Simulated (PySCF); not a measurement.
# CH6OSeSi: the cost of one run

Computed with PySCF 2.14.0, with density-fitted response routines of our own, on a single molecule in the gas phase. Atoms count from 0, in the outputs and in this text.

## 1. The starting structure

10 atoms, charge 0, multiplicity 1; geometry from: GFN2-xTB. The atoms were then displaced at random by about 0.01 Å, so the start is not that level's minimum.

Bonds of the start (Å): C0–O1 1.37, O1–Si2 1.61, Si2–Se3 2.31, C0–H4 1.12, C0–H5 1.10, C0–H6 1.07, Si2–H7 1.46, Si2–H8 1.49, Se3–H9 1.44.

## 2. Relaxing the molecule at PBE0-D3(BJ)/def2-SVP

Job settings and geometry (Å):

```
{"job": {"xc": "PBE0", "basis": "def2-SVP", "d3": "d3bj", "grid": 1, "shake": 0.01, "kind": "geom"}, "charge": 0, "multiplicity": 1}
C     -1.463720    -0.610260    -0.156310
O     -0.100700    -0.463450    -0.143160
Si     0.734600     0.863610     0.216510
Se     2.893460     0.070820    -0.000070
H     -1.934860     0.145550    -0.840080
H     -1.900990    -0.440180     0.837920
H     -1.715250    -1.589190    -0.513510
H      0.538860     1.957520    -0.728400
H      0.519750     1.320090     1.614850
H      2.479280    -1.275430    -0.308810
```

Command:

```console
$ OMP_NUM_THREADS=1 python probes_run.py task.json out
```

This one command runs all jobs of the session in turn.

**Question.** How long does this first job take on 1 thread of Arm Neoverse V2, shared host, and how much memory does it need?

About 59 s, with a peak of 0.45 GiB.
